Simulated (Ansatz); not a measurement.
**ScGa3 (AuCu3 type): bands and what follows from them**

Aim: the bands of ScGa3 (AuCu3 type) near the Fermi level, with what follows from them: the Fermi surface and transport coefficients.

Computed with Ansatz 0.2.0 (DFT r²SCAN, scalar-relativistic, plane waves, PAW, unless a step's input says otherwise).

6 further runs of the same task are left out: 1 that didn't finish, 5 set aside as unsound or not needed.

**1. The structure to begin with**

Symmetry: Pm-3m, No. 221, cubic system. Conventional cell: a = 4.095 Å, b = 4.095 Å, c = 4.095 Å, α = 90.00°, β = 90.00°, γ = 90.00°. Around Sc (site symmetry m-3m) lie 12 Ga at 2.90 Å. Ga (site symmetry 4/mmm) is surrounded by 4 Sc at 2.90 Å and 8 Ga at 2.90 Å.

Coordinates:

```cif
data_structure
_symmetry_space_group_name_H-M 'Pm-3m'
_symmetry_Int_Tables_number 221
_cell_length_a 4.0950
_cell_length_b 4.0950
_cell_length_c 4.0950
_cell_angle_alpha 90.000
_cell_angle_beta 90.000
_cell_angle_gamma 90.000
_cell_volume 68.67
loop_
_atom_site_label
_atom_site_type_symbol
_atom_site_symmetry_multiplicity
_atom_site_Wyckoff_symbol
_atom_site_fract_x
_atom_site_fract_y
_atom_site_fract_z
_atom_site_occupancy
Sc1 Sc 1 a 0.00000 0.00000 0.00000 1
Ga1 Ga 3 c 0.00000 0.50000 0.50000 1
```

The cell is the measured one, not relaxed. At r²SCAN, an earlier run found -0.92 GPa for this cell of 17.167 Å³/atom (8×8×8 mesh), no gap.

**2. Bands on a fine mesh, Fermi surface**

File input.yaml:

```yaml
crystal:
  lattice:
    - [4.0950008473, 0.0, 0.0]
    - [0.0, 4.0950008473, 0.0]
    - [0.0, 0.0, 4.0950008473]
  atoms:
    - { symbol: Sc, position: [0.0, 0.0, 0.0] }
    - { symbol: Ga, position: [0.0, 0.5, 0.5] }
    - { symbol: Ga, position: [0.5, 0.5, 0.0] }
    - { symbol: Ga, position: [0.5, 0.0, 0.5] }
basis:
  ecutwfc: 500
  ecutrho_ratio: 4
kpoints:
  mp_grid: { grid: [8, 8, 8] }
hamiltonian:
  xc: r2scan
scf:
  occupations: { method: gaussian, width: 0.05 }
output:
  forces: true
  stress: true
  eigenvalues: true
  eigenstates:
    nscf_kmesh: { grid: [12, 12, 12] }
    de_dk: true
    e_range: [-2.5, 2.5]
  write_density: true
  write_potential: true
  elf: true
  volumetric_format: npy
```

Started as:

```
ansatz run input.yaml --threads 4 --pin off --max-ram 9216MiB --backend cpu --events-out ev --progress --plain --runs-dir out
```

The program printed:

```text
Warning: RAYON_NUM_THREADS=4 ignored (pool sized by the plan → 4); use --threads N
Engine: ansatz 0.2.0, aarch64-unknown-linux-gnu
Pseudopotentials: kind: paw
Pseudopotential: Sc, paw, valence charge 11, recommended cutoff 500 eV (meta_gga), Sc.paw.azcp
Pseudopotential: Ga, paw, valence charge 13, recommended cutoff 500 eV (meta_gga), Ga.paw.azcp
Functional definition: r2SCAN
  parameter k0 = 0.174
  parameter k1 = 0.065
  parameter a1 = 4.9479
  exchange = r2scan_x(k0 = k0, k1 = k1, a1 = a1)
  correlation = r2scan_c
Crystal: 4 atoms, lattice volume = 68.669 Å³
Basis set: ecut = 500 eV, 1743 PW (Γ), exchange–correlation on 120×120×120 points (64 copies of the dense FFT grid, shifted against one another)
Bands: 30, of which v1, the nominal top of the filled ones, is band 25 counted from 1 (24 counted from 0)
Symmetry: 48 space group operations
Space group: Pm-3m (ITA 221), of the structure as read, at distance tolerance 4.1e-5 Å
k-points: 35 of 512
Non-local potential: Sc, projectors of the file, l = 0: 3, l = 1: 2, l = 2: 3, l = 3: 1
Non-local potential: Ga, projectors of the file, l = 0: 2, l = 1: 2, l = 2: 3, l = 3: 1
PAW form: soft (Blöchl's): semilocal exchange-correlation on the pseudo side does not see the compensation charge
PAW frozen core: Sc, regenerated for the run's functional (the file was generated under x = pbe(κ = 0.804, μ = 0.2195149727645171), c = pbe(β = 0.06672455060314922))
PAW frozen core: Ga, regenerated for the run's functional (the file was generated under x = pbe(κ = 0.804, μ = 0.2195149727645171), c = pbe(β = 0.06672455060314922))
PAW one-centre angular grid: Sc, 590 points (default); XC on 160 Gauss nodes
PAW one-centre angular grid: Ga, 590 points (default); XC on 160 Gauss nodes
Initial density: superposition of atomic densities (neutral atoms: chi_scale 0, normalization atom), corrected by the library's trained network
Initial wavefunctions: pseudopotential atomic-orbital guess
Functional: x = r2scan, c = r2scan; τ floored in thin density (d = 2e-4 eV/Å³)
SCF iter   1: F=—  HF=-13513.445196 eV  |F-HF|=—  |Δ(HF+E_count)|=         —  Δρ=1.29e-2  dr2=1.11e-1  dr2_τ=8.31e-3  ethr=1.77e-3  ⟨swp⟩=5.8  Hψ=3777  notcnv=0
preconditioner: auto → Resta (q_TF=auto, 2.588 Å⁻¹)  ε∞=4.4  [insulator: Δε(μ)=0.139 eV  Ē_g=16.904 eV  σ=0.050 eV  W_gap=0.82  n_scr=18 (ndim 8)  ℏωp=31.0 eV  f_vac=0.000  D(μ)=0.52/eV (n_scr^D=0)  ε∞_Penn≈4.4]
SCF iter   2: F=—  HF=-13513.480348 eV  |F-HF|=—  |Δ(HF+E_count)|=   3.52e-2  Δρ=3.04e-3  dr2=6.21e-3  dr2_τ=1.14e-3  ethr=2.21e-4  ⟨swp⟩=2.4  Hψ=2338  notcnv=0  defer=25
preconditioner: auto → Kerker (q_TF=auto, 2.588 Å⁻¹)  [metal: Δε(μ)=0.025 eV  Ē_g=16.632 eV  σ=0.050 eV  W_gap=0.27  n_scr=18 (ndim 8)  ℏωp=31.0 eV  f_vac=0.000  D(μ)=1.06/eV (n_scr^D=6)]
SCF iter   3: F=—  HF=-13513.479535 eV  |F-HF|=—  |Δ(HF+E_count)|=   8.12e-4  Δρ=2.66e-3  dr2=4.22e-3  dr2_τ=6.40e-5  ethr=1.24e-5  ⟨swp⟩=2.0  Hψ=1550  notcnv=0  defer=25
SCF iter   4: F=—  HF=-13513.479635 eV  |F-HF|=—  |Δ(HF+E_count)|=   9.99e-5  Δρ=8.49e-4  dr2=9.02e-4  dr2_τ=1.51e-5  ethr=8.44e-6  ⟨swp⟩=3.0  Hψ=1877  notcnv=0  defer=25
SCF iter   5: F=—  HF=-13513.479592 eV  |F-HF|=—  |Δ(HF+E_count)|=   4.33e-5  Δρ=3.72e-4  dr2=1.90e-4  dr2_τ=7.71e-7  ethr=1.80e-6  ⟨swp⟩=2.0  Hψ=1667  notcnv=0  defer=25
SCF iter   6: F=—  HF=-13513.479619 eV  |F-HF|=—  |Δ(HF+E_count)|=   2.67e-5  Δρ=6.51e-5  dr2=3.52e-6  dr2_τ=7.67e-8  ethr=3.79e-7  ⟨swp⟩=2.0  Hψ=1240  notcnv=0  defer=25
SCF iter   7: F=—  HF=-13513.479627 eV  |F-HF|=—  |Δ(HF+E_count)|=   8.35e-6  Δρ=2.10e-5  dr2=4.95e-7  dr2_τ=6.37e-9  ethr=7.04e-9  ⟨swp⟩=2.4  Hψ=1776  notcnv=0  defer=25
SCF iter   8: F=—  HF=-13513.479627 eV  |F-HF|=—  |Δ(HF+E_count)|=   1.62e-7  Δρ=4.34e-6  dr2=8.71e-9  dr2_τ=1.27e-9  ethr=9.89e-10  ⟨swp⟩=2.7  Hψ=1830  notcnv=0  defer=25
SCF iter   9: F=—  HF=-13513.479627 eV  |F-HF|=—  |Δ(HF+E_count)|=   1.33e-8  Δρ=1.09e-6  dr2=7.87e-10  dr2_τ=7.89e-12  ethr=1.74e-11  ⟨swp⟩=2.0  Hψ=1766  notcnv=0  defer=25
SCF iter  10: F=—  HF=-13513.479627 eV  |F-HF|=—  |Δ(HF+E_count)|=  5.24e-10  Δρ=3.42e-7  dr2=8.63e-11  dr2_τ=2.11e-12  ethr=1.57e-12  ⟨swp⟩=2.0  Hψ=1768  notcnv=0  defer=25
SCF iter  11: F=—  HF=-13513.479627 eV  |F-HF|=—  |Δ(HF+E_count)|=  4.73e-11  Δρ=1.49e-7  dr2=2.26e-11  dr2_τ=7.90e-13  ethr=1.00e-12  ⟨swp⟩=8.0  Hψ=4763  notcnv=0
SCF iter  12: F=-13513.479627 eV  HF=-13513.479627 eV  |F-HF|=0.00e0  |Δ(HF+E_count)|=  5.46e-12  Δρ=2.84e-8  dr2=7.06e-13  dr2_τ=7.48e-15  ethr=1.00e-12  ⟨swp⟩=4.7  Hψ=3970  notcnv=0
SCF 1 converged in 12 iterations: F = -13513.479627 eV  dr2 = 7.06e-13
NSCF: frozen V_eff on 84 k-points
SCF converged after 12 iterations
Free energy (F): -13513.479627 eV
Harris-Foulkes:  -13513.479627 eV  (|F-HF|=0.00e0)
Internal energy: -13513.478378 eV  (E = F + TS)
E sigma→0 (E₀):  -13513.479002 eV
Entropy (-TS):   -0.001250 eV (-0.312 meV/atom)
Fermi energy:    11.909206 eV
--- Per-component energies (eV) ---
  E_band       = -201.432302
  E_kinetic    = 609.792515
  E_local      = -5858.769703  (includes V_loc(G=0)·N_el)
  E_nonlocal   = 1355.986781
  E_hartree    = 2690.693949
  E_xc         = -290.621373
  E_vxc        = -325.629723  (∫ρ·V_xc dr)
  E_paw        = -6968.284810  (= ΣΔE_a)
  E_vpaw       = -1383.668985  (= ΣTr[D̂ρ^β])
  E_aug_tail   = -0.000118  (compensation charges beyond the density's cutoff)
  E_vtau       = 19.469053  (kinetic-family band-sum trace: ∫τ·v_τ [+ j·A + Jᵃ·Aᵃ] dr)
  E_ewald      = -5050.077917
  E_core_change = -2.197701  (= ΣΔE_core)
  E_smearing   = -0.001250  (= −TS)
  E_closure    = 0.000000  (closes the sum)
  Σ components = -13513.479627   (vs F -13513.479627, Δ=0.00e0)
--- Forces (eV/Å), atoms counted from 1 ---
  atom   1  Sc    -0.00000000    -0.00000000     0.00000000
  atom   2  Ga     0.00000000    -0.00000000    -0.00000000
  atom   3  Ga     0.00000000     0.00000000     0.00000000
  atom   4  Ga    -0.00000000    -0.00000000     0.00000000
  max |Σ_I F_I| component: 2.31e-29 eV/Å
--- Stress (GPa, compression-positive) ---
       -0.918566       0.000000       0.000000
       -0.000000      -0.918566       0.000000
        0.000000       0.000000      -0.918566
  P = ⅓ Tr σ = -0.9186 GPa (-9.186 kbar)
--- Band table (eV; the first three rows and the last of 35) ---
  k-point 0: bands = ["-39.6996", "-17.3876", "-17.3876", "-17.3876", "-3.8158", "-3.8000", "-3.8000", "-3.8000", "-3.6652", "-3.6652", "-3.5132", "-3.5132", "-3.5132", "-3.4529", "-3.4529", "-3.3312", "-3.3226", "-3.3226", "-3.3226", "0.3034", "8.6046", "8.6046", "9.6537", "9.6537", "9.6537", "13.7050", "13.7050", "13.7050", "15.2811", "15.6663"]
  k-point 1: bands = ["-39.6994", "-17.3926", "-17.3874", "-17.3874", "-3.8023", "-3.7959", "-3.7846", "-3.7846", "-3.6603", "-3.6522", "-3.5171", "-3.5122", "-3.5122", "-3.4622", "-3.4527", "-3.3422", "-3.3422", "-3.3399", "-3.3226", "0.4559", "7.3557", "8.7312", "9.7128", "9.7128", "10.6809", "13.5642", "13.5642", "13.7220", "14.6557", "15.5370"]
  k-point 2: bands = ["-39.6990", "-17.4045", "-17.3870", "-17.3870", "-3.7853", "-3.7660", "-3.7401", "-3.7401", "-3.6477", "-3.6168", "-3.5269", "-3.5109", "-3.5109", "-3.4894", "-3.4526", "-3.3956", "-3.3956", "-3.3643", "-3.3226", "0.9080", "5.7106", "9.1129", "9.8548", "9.8548", "11.8494", "13.1812", "13.3393", "13.3393", "13.7638", "15.5890"]
  k-point 34: bands = ["-39.6960", "-17.4105", "-17.4105", "-17.4105", "-3.7220", "-3.7220", "-3.7220", "-3.7075", "-3.6322", "-3.6322", "-3.6322", "-3.5153", "-3.5153", "-3.5153", "-3.4680", "-3.4680", "-3.3414", "-3.3414", "-3.3414", "5.9478", "5.9478", "5.9478", "7.1186", "8.4556", "8.4556", "8.4556", "14.4822", "14.6041", "14.6041", "15.7333"]
--- Fermi surface from the table of eigenstates, both spin states counted (twice the sheets' area in a run without spin) ---
  How far the three rows differ hints at the mesh's error and does not bound it.
  reading                E - E_F (eV)   area (Å⁻²)  resistivity times mean free path along x, y, z (Ω·m²), under one mean free path over the surface
  by tetrahedra               -0.0439       32.271  9.4733e-16  9.4733e-16  9.4733e-16
  by the states' slopes  not read: the table lacks a row of a band that the level cuts (widen output.eigenstates.e_range, raise output.eigenstates.top_band)
  on every second point       -0.0997       25.808  1.1846e-15  1.1846e-15  1.1846e-15
```

It took 7.5 s on 4 threads of Arm Neoverse V1, shared host; peak memory 0.54 GiB.

This gives: volume 17.167 Å³/atom, pressure -0.92 GPa, a metal on this mesh.

Bands that cross the Fermi level on the 12×12×12 mesh (edges cut at 2.5 eV from it):

```tsv
spin	band	lowest (eV)	highest (eV)
both	25	-2.40	0.40
both	26	-2.31	1.80
```

Density in a lattice plane of the grid's cell (edges 4.10 and 4.10 Å, at 0.000 of the third edge), which holds Sc and Ga.

Ten even steps from '0' (0.11 e/Å³) to '9' (42.31 e/Å³):
```
111000000000000000000011
110000000000000000000001
000000000000000000000000
000000000000000000000000
000000000000000000000000
000000000000000000000000
000000000000000000000000
000000000001210000000000
000000000025652000000000
000000000037973000000000
000000000025652000000000
000000000001210000000000
000000000000000000000000
000000000000000000000000
000000000000000000000000
000000000000000000000000
000000000000000000000000
110000000000000000000001
111000000000000000000011
111000000000000000000011
```
Columns run along the first of these edges and rows up along the second, over one cell in 24 and 20 even steps from the bottom left corner. Atoms in the plane (fractional): Sc at (0.00, 0.00), Ga at (0.50, 0.50).

ELF in the same plane.

Ten even steps from ' ' (0.00) to '@' (0.72):
```
::==##@@%%++..  ..::--======--::..  ..++%%@@##==
%%%%@@@@##==......--==++++++==--......==##@@@@%%
@@@@@@##==::....--==++++++++++==--....::==##@@@@
##**++--....::--++++**********++++--::....--++**
::........::--++++++++======++++++++--::........
    ....::==++++++====------====++++++==::....  
....::--==++++====----::::::----====++++==--::..
::----==++++++==--::....  ....::--==++++++==----
----==++**++====--..  ......  ..--====++**++==--
======++**++====::..  ..--..  ..::====++**++====
----==++**++====--..  ......  ..--====++**++==--
::----==++++++==--::....  ....::--==++++++==----
....::--==++++====----::::::----====++++==--::..
    ....::==++++++====------====++++++==::....  
::........::--++++++++======++++++++--::........
##**++--....::--++++**********++++--::....--++**
@@@@@@##==::....--==++++++++++==--....::==##@@@@
%%%%@@@@##==......--==++++++==--......==##@@@@%%
::==##@@%%++..  ..::--======--::..  ..++%%@@##==
  ..**@@@@**::  ..::----==----::..  ::**@@@@**..
```
Columns run along the first of these edges and rows up along the second, over one cell in 24 and 20 even steps from the bottom left corner. Atoms in the plane (fractional): Sc at (0.00, 0.00), Ga at (0.50, 0.50).

Both are smooth fields of the valence electrons: close to the nuclei they are not physical.

Maxima of ELF outside the ion cores: 0.49 on the Ga–Ga line, 1.5 Å from Ga; 0.46 beside Ga, off the lines to its neighbours, 1.3 Å from Ga.

**3. States of the whole zone by energy, transport at constant relaxation time**

input.yaml, as its differences from that of step 2:

```diff
@@ -23,9 +23,2 @@
   eigenvalues: true
-  eigenstates:
-    nscf_kmesh: { grid: [12, 12, 12] }
-    de_dk: true
-    e_range: [-2.5, 2.5]
-  write_density: true
-  write_potential: true
-  elf: true
-  volumetric_format: npy
+  states_by_energy: { minimum_broadening: 0.05 }
```

Started as:

```
ansatz run input.yaml --threads 4 --pin off --max-ram 9216MiB --backend cpu --events-out ev --progress --plain --runs-dir out
```

The program printed, cut to the lines that bear on the results:

```text
Warning: RAYON_NUM_THREADS=4 ignored (pool sized by the plan → 4); use --threads N
[...]
[... 4 set-up lines as earlier in the session ...]
[...]
Crystal: 4 atoms, lattice volume = 68.669 Å³
Basis set: ecut = 500 eV, 1743 PW (Γ), exchange–correlation on 120×120×120 points (64 copies of the dense FFT grid, shifted against one another)
Bands: 30, of which v1, the nominal top of the filled ones, is band 25 counted from 1 (24 counted from 0)
[... 2 set-up lines as earlier in the session ...]
k-points: 35 of 512
[...]
SCF iter   1: F=—  HF=-13513.445196 eV  |F-HF|=—  |Δ(HF+E_count)|=         —  Δρ=1.29e-2  dr2=1.11e-1  dr2_τ=8.31e-3  ethr=1.77e-3  ⟨swp⟩=5.8  Hψ=3777  notcnv=0
[...]
SCF iter   8: F=-13513.479627 eV  HF=-13513.479627 eV  |F-HF|=1.09e-8  |Δ(HF+E_count)|=   1.62e-7  Δρ=4.34e-6  dr2=8.74e-9  dr2_τ=1.28e-9  ethr=2.00e-10  ⟨swp⟩=7.3  Hψ=4465  notcnv=0
[...]
NSCF: frozen V_eff on 8 k-points
SCF converged after 8 iterations
Free energy (F): -13513.479627 eV
[...]
E sigma→0 (E₀):  -13513.479002 eV
Entropy (-TS):   -0.001250 eV (-0.312 meV/atom)
Fermi energy:    11.909212 eV
[...]
--- Forces (eV/Å), atoms counted from 1 ---
  atom   1  Sc    -0.00000000     0.00000000    -0.00000000
  atom   2  Ga     0.00000000     0.00000000     0.00000000
  atom   3  Ga     0.00000000    -0.00000000    -0.00000000
  atom   4  Ga     0.00000000    -0.00000000     0.00000000
[...]
--- Stress (GPa, compression-positive) ---
       -0.918485      -0.000000       0.000000
        0.000000      -0.918485       0.000000
        0.000000       0.000000      -0.918485
  P = ⅓ Tr σ = -0.9185 GPa (-9.185 kbar)
--- Band table (eV; the first three rows and the last of 35) ---
[...]
```

Run time: 53 s. Hardware: 4 threads of Arm Neoverse V1, shared host; peak memory 1 GiB.

This gives: volume 17.167 Å³/atom, pressure -0.92 GPa, metallic.

A script then sums the file of states by energy over Fermi windows, for rigid-band transport at a constant relaxation time τ. Negative carriers are holes, and the chemical potential counts from the run's Fermi level:

```tsv
T (K)	electrons added (10¹⁹ cm⁻³)	chemical potential (eV)	σ/τ xx (10²⁰/Ω m s)	Seebeck xx (μV/K)	Lorenz xx (10⁻⁸ V²/K²)
600	0	-0.011	9.97	3	2.29
600	1	-0.011	9.97	3	2.29
600	-1	-0.011	9.97	3	2.29
600	10	-0.007	9.96	3	2.30
600	-10	-0.015	9.98	2	2.29
600	100	0.031	9.83	5	2.34
600	-100	-0.053	10	-1	2.28
900	0	-0.010	9.76	1	2.29
900	1	-0.010	9.76	1	2.29
900	-1	-0.010	9.76	1	2.29
900	10	-0.006	9.76	2	2.29
900	-10	-0.014	9.77	1	2.28
900	100	0.034	9.68	4	2.34
900	-100	-0.053	9.77	-1	2.26
```

**4. Outcome**

```
                               quantity                                                value
       Fermi-surface area, spins summed                                            32.27 Å⁻²
resistivity × mean free path, xx and zz                              0.95, 0.95 × 10⁻¹⁵ Ω m²
                  largest S²σ/τ along x  at 600 K with 100 × 10¹⁹ cm⁻³ electrons, S = 5 μV/K
```

**Reading.** On the fine mesh the Fermi surface has sheets from 2 bands. The area isn't converged in the mesh. Among the cases computed, S²σ/τ along x is largest at 600 K for electron doping of 100 × 10¹⁹ cm⁻³. That is the edge of the range tried, not a located peak.
